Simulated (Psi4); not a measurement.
# InF (SMILES [F][In]) at M06-2X/def2-TZVPP (core potential), part 2 of 2

Psi4 1.11.

## 3. The distorted shape, same level

Contents of fin.py:

```python
import psi4

psi4.set_memory(1600000000)
psi4.set_num_threads(1)
psi4.core.set_output_file('run.log', False)

molecule = psi4.geometry("""
0 1
F      0.000000     0.000000    -0.582220
In     0.000000     0.000000     2.009580
symmetry c1
no_reorient
no_com
""")

psi4.set_options({
    'puream': True,
    'e_convergence': 1e-09,
    'd_convergence': 1e-08,
    'scf_type': 'pk',
    'dft_radial_points': 99,
    'dft_spherical_points': 590,
})

result, w = psi4.energy("m06-2x/def2-TZVPP", return_wfn=True)
psi4.oeprop(w, "QUADRUPOLE", "DIPOLE", "MAYER_INDICES")
print('E =', round(result, 9))
for k, v in sorted(psi4.core.scalar_variables().items()):
    print(f'{k:45s} {v:18.10f}')
```

On the command line:

```bash
python fin.py
```

run.log:

```text
=> Loading Basis Set <=

    Name: DEF2-TZVPP
    Role: ORBITAL
    Keyword: BASIS

    !!!  WARNING: ECP capability is in beta. Please check occupations closely.  !!!

         ---------------------------------------------------------
                                   SCF
                              RKS Reference
                        1 Threads,   1525 MiB Core
         ---------------------------------------------------------

  ==> Geometry <==

    Molecular point group: c1
    Full point group: C_inf_v

    Geometry (in Angstrom), charge = 0, multiplicity = 1:

       Center              X                  Y                   Z               Mass
    ------------   -----------------  -----------------  -----------------  -----------------
         F            0.000000000000     0.000000000000    -0.582220000000    18.998403162730
         IN           0.000000000000     0.000000000000     2.009580000000   114.903878776000

  Running in c1 symmetry.

  Rotational constants: A = ************  B =      0.03583  C =      0.03583 [cm^-1]
  Rotational constants: A = ************  B =   1074.20198  C =   1074.20198 [MHz]
  Nuclear repulsion =   38.588815810104940

  Charge       = 0
  Multiplicity = 1
  Electrons    = 30
  Nalpha       = 15
  Nbeta        = 15

  ==> Algorithm <==

  SCF Algorithm Type is PK.
  DIIS enabled.
  MOM disabled.
  Fractional occupation disabled.
  Guess Type is SAD.
  Energy threshold   = 1.00e-09
  Density threshold  = 1.00e-08
  Integral threshold = 1.00e-12

  ==> Primary Basis <==

  Basis Set: DEF2-TZVPP
    Blend: DEF2-TZVPP
    Number of shells: 27
    Number of basis functions: 81
    Number of Cartesian functions: 95
    Spherical Harmonics?: true
    Max angular momentum: 3

  Core potential: DEF2-TZVPP
    Number of shells: 4
    Number of ECP primitives: 18
    Number of ECP core electrons: 28
    Max angular momentum: 3

  ==> DFT Potential <==

   => LibXC <=

    Version 7.1.2

   => Composite Functional: M06-2X <=

    Deriv               =              1
    GGA                 =           TRUE
    Meta                =           TRUE

    Exchange Hybrid     =           TRUE
    MP2 Hybrid          =          FALSE

   => Exchange Functionals <=

    1.0000   XC_HYB_MGGA_X_M06_2X

   => Exact (HF) Exchange <=

    0.5400               HF

   => Correlation Functionals <=

    1.0000   XC_MGGA_C_M06_2X

   => LibXC Density Thresholds  <==

    XC_MGGA_C_M06_2X:  1.00E-12
    XC_HYB_MGGA_X_M06_2X:  1.00E-15

   => Molecular Quadrature <=

    Radial Scheme          =       TREUTLER
    Pruning Scheme         =           NONE
    Nuclear Scheme         =       TREUTLER

    Blocking Scheme        =         OCTREE
    BS radius alpha        =              1
    Pruning alpha          =              1
    Radial Points          =             99
    Spherical Points       =            590
    Total Points           =         112045
    Total Blocks           =            938
    Max Points             =            256
    Max Functions          =             79
    Weights Tolerance      =       1.00E-15

  ==> Integral Setup <==

  Using in-core PK algorithm.
   Calculation information:
      Number of atoms:                   2
      Number of AO shells:              27
      Number of primitives:             49
      Number of atomic orbitals:        95
      Number of basis functions:        81

      Integral cutoff                 1.00e-12
      Number of threads:                 1

  Performing in-core PK
  Using 11032362 doubles for integral storage.
  We computed 63833 shell quartets total.
  Whereas there are 71631 unique shell quartets.

  ==> DiskJK: Disk-Based J/K Matrices <==

    J tasked:                  Yes
    K tasked:                  Yes
    wK tasked:                  No
    Memory [MiB]:              619
    Schwarz Cutoff:          1E-12

  Cached 100.0% of DFT collocation blocks in 0.512 [GiB].

  Minimum eigenvalue in the overlap matrix is 2.9323103439E-03.
  Reciprocal condition number of the overlap matrix is 8.4475054971E-04.
    Using symmetric orthogonalization.

  ==> Pre-Iterations <==

  SCF Guess: Superposition of Atomic Densities via on-the-fly atomic UHF (no occupation information).

   -------------------------
    Irrep   Nso     Nmo
   -------------------------
     A         81      81
   -------------------------
    Total      81      81
   -------------------------

  ==> Iterations <==

                        Total Energy        Delta E     RMS |[F,P]|

   @RKS iter SAD:  -288.61157986032856   -2.88612e+02   0.00000e+00
   @RKS iter   1:  -289.76718916428416   -1.15561e+00   8.25537e-03 ADIIS/DIIS
   @RKS iter   2:  -287.56488277906607    2.20231e+00   3.00721e-02 ADIIS/DIIS
   @RKS iter   3:  -289.91579506420192   -2.35091e+00   3.27239e-03 ADIIS/DIIS
   @RKS iter   4:  -289.93193922264982   -1.61442e-02   9.64133e-04 ADIIS/DIIS
   @RKS iter   5:  -289.93359550090054   -1.65628e-03   2.76465e-04 ADIIS/DIIS
   @RKS iter   6:  -289.93378775539605   -1.92254e-04   2.69405e-05 DIIS
   @RKS iter   7:  -289.93379102252538   -3.26713e-06   9.51858e-06 DIIS
   @RKS iter   8:  -289.93379148291598   -4.60391e-07   3.00983e-06 DIIS
   @RKS iter   9:  -289.93379155372008   -7.08041e-08   8.40917e-07 DIIS
   @RKS iter  10:  -289.93379156158090   -7.86082e-09   1.36214e-07 DIIS
   @RKS iter  11:  -289.93379156170255   -1.21645e-10   5.10322e-08 DIIS
   @RKS iter  12:  -289.93379156171028   -7.73070e-12   1.35206e-08 DIIS
   @RKS iter  13:  -289.93379156171147   -1.19371e-12   1.73859e-09 DIIS
  Energy and wave function converged.

  ==> Post-Iterations <==

   Electrons on quadrature grid:
      Ntotal   =   29.9999977327 ; deviation = -2.267e-06

    Orbital Energies [Eh]
    ---------------------

    Doubly Occupied:

       1A    -25.054897     2A     -4.923948     3A     -3.300172
       4A     -3.300172     5A     -3.294926     6A     -1.096652
       7A     -0.920028     8A     -0.920028     9A     -0.914912
      10A     -0.914912    11A     -0.912731    12A     -0.401528
      13A     -0.329965    14A     -0.329965    15A     -0.316509

    Virtual:

      16A     -0.062897    17A     -0.062897    18A     -0.021578
      19A      0.075166    20A      0.075166    21A      0.097667
      22A      0.163082    23A      0.167522    24A      0.167522
      25A      0.192323    26A      0.192323    27A      0.237863
      28A      0.539373    29A      0.539373    30A      0.543794
      31A      0.668356    32A      0.668356    33A      0.691270
      34A      0.691270    35A      0.697884    36A      0.698275
      37A      0.698275    38A      0.802572    39A      0.834255
      40A      0.834255    41A      0.988174    42A      0.988174
      43A      0.994566    44A      1.003999    45A      1.003999
      46A      1.172236    47A      2.102327    48A      2.102327
      49A      2.146484    50A      2.148653    51A      2.148712
      52A      2.156198    53A      2.156198    54A      2.201968
      55A      2.202141    56A      2.312868    57A      2.312868
      58A      2.367568    59A      2.633740    60A      3.429161
      61A      3.429161    62A      3.472336    63A      3.973159
      64A      7.099627    65A      7.099627    66A      7.099739
      67A      7.100101    68A      7.103954    69A      7.105674
      70A      7.105674    71A      8.448313    72A      8.448449
      73A      8.469834    74A      8.469834    75A      8.532196
      76A     37.428060    77A     38.670902    78A     38.670902
      79A     38.687082    80A     56.907372    81A    124.575663

    Final Occupation by Irrep:
              A
    DOCC [    15 ]
    NA   [    15 ]
    NB   [    15 ]

  @RKS Final Energy:  -289.93379156171147

   => Energetics <=

    Nuclear Repulsion Energy =             38.5888158101049399
    One-Electron Energy =                -552.4071028083656074
    Two-Electron Energy =                 237.0083441031171958
    DFT Exchange-Correlation Energy =     -13.1238486665679730
    Empirical Dispersion Energy =           0.0000000000000000
    VV10 Nonlocal Energy =                  0.0000000000000000
    Total Energy =                       -289.9337915617114163

Computation Completed

Properties will be evaluated at   0.000000,   0.000000,   0.000000 [a0]

Properties computed using the SCF density matrix

 Multipole Moments:

 ------------------------------------------------------------------------------------
     Multipole            Electronic (a.u.)      Nuclear  (a.u.)        Total (a.u.)
 ------------------------------------------------------------------------------------

 L = 1.  Multiply by 2.5417464519 to convert [e a0] to [Debye]
 Dipole X            :         -0.0000000            0.0000000           -0.0000000
 Dipole Y            :         -0.0000000            0.0000000           -0.0000000
 Dipole Z            :        -66.8231493           69.8465453            3.0233960
 Magnitude           :                                                    3.0233960

 ------------------------------------------------------------------------------------

	total time  =          9 seconds =       0.15 minutes

Properties will be evaluated at   0.000000,   0.000000,   0.000000 [a0]
OEProp: No title given, name of density matrix used for the following properties is 'SCF density'

 Multipole Moments:

 ------------------------------------------------------------------------------------
     Multipole            Electronic (a.u.)      Nuclear  (a.u.)        Total (a.u.)
 ------------------------------------------------------------------------------------

 L = 1.  Multiply by 2.5417464519 to convert [e a0] to [Debye]
 Dipole X            :         -0.0000000            0.0000000           -0.0000000
 Dipole Y            :         -0.0000000            0.0000000           -0.0000000
 Dipole Z            :        -66.8231493           69.8465453            3.0233960
 Magnitude           :                                                    3.0233960

 L = 2.  Multiply by 1.3450342976 to convert [e a0^2] to [Debye ang]
 Quadrupole XX       :        -18.7209734            0.0000000          -18.7209734
 Quadrupole XY       :         -0.0000000            0.0000000           -0.0000000
 Quadrupole XZ       :         -0.0000000            0.0000000           -0.0000000
 Quadrupole YY       :        -18.7209733            0.0000000          -18.7209733
 Quadrupole YZ       :         -0.0000000            0.0000000           -0.0000000
 Quadrupole ZZ       :       -326.9681000          313.7447156          -13.2233844
 Traceless XX        :        102.7490422         -104.5815719           -1.8325297
 Traceless YY        :        102.7490422         -104.5815719           -1.8325296
 Traceless ZZ        :       -205.4980844          209.1631437            3.6650593

 ------------------------------------------------------------------------------------

  Mayer Bond Indices:

  Irrep: 1 Size: 2 x 2

                 1                   2

    1     0.00000000000000     0.50508192394371
    2     0.50508192394371     0.00000000000000

  Atomic Valences:

 #  #
 Irrep: 1
      1:    0.505081923943706
      2:    0.505081923943706
```

The script printed:

```text
E = -289.933791562
CURRENT ENERGY                                   -289.9337915617
CURRENT REFERENCE ENERGY                         -289.9337915617
DD SOLVATION ENERGY                                 0.0000000000
DFT FUNCTIONAL TOTAL ENERGY                      -289.9337915617
DFT TOTAL ENERGY                                 -289.9337915617
DFT VV10 ENERGY                                     0.0000000000
DFT XC ENERGY                                     -13.1238486666
GRID ELECTRONS ALPHA                               14.9999988664
GRID ELECTRONS BETA                                14.9999988664
GRID ELECTRONS TOTAL                               29.9999977327
NUCLEAR REPULSION ENERGY                           38.5888158101
ONE-ELECTRON ENERGY                              -552.4071028084
PCM POLARIZATION ENERGY                             0.0000000000
PE ENERGY                                           0.0000000000
SCF ITERATION ENERGY                             -289.9337915617
SCF ITERATIONS                                     13.0000000000
SCF TOTAL ENERGY                                 -289.9337915617
TWO-ELECTRON ENERGY                               237.0083441031
XC GRID RADIAL POINTS                              99.0000000000
XC GRID SPHERICAL POINTS                          590.0000000000
XC GRID TOTAL POINTS                           112045.0000000000
```

Wall time 11 s (1 thread of Intel Xeon Platinum 8259CL at 2.50GHz (Skylake/Cascade Lake), shared host); peak memory 0.83 GiB.

## 4. Results

What follows sums up all 2 parts.

Level: M06-2X/def2-TZVPP (core potential).

| quantity | value |
| --- | --- |
| first shape: total energy | -289.98041 Eh |
| first shape: dipole moment | 3.46 D |
| first shape: HOMO energy | -8.30 eV |
| first shape: LUMO energy | -0.97 eV |
| first shape: HOMO–LUMO gap | 7.34 eV |
| distorted shape: total energy | -289.93379 Eh |
| distorted shape: dipole moment | 7.68 D |
| distorted shape: HOMO energy | -8.61 eV |
| distorted shape: LUMO energy | -1.71 eV |
| distorted shape: HOMO–LUMO gap | 6.90 eV |
| energy change with the F1–In2 bond stretched from 1.994 to 2.592 Å | 1.268 eV |

In words: With the F1–In2 bond stretched from 1.994 to 2.592 Å the energy rises by 1.27 eV (29 kcal/mol). The first shape isn't relaxed at this level, so the change isn't measured from a minimum.
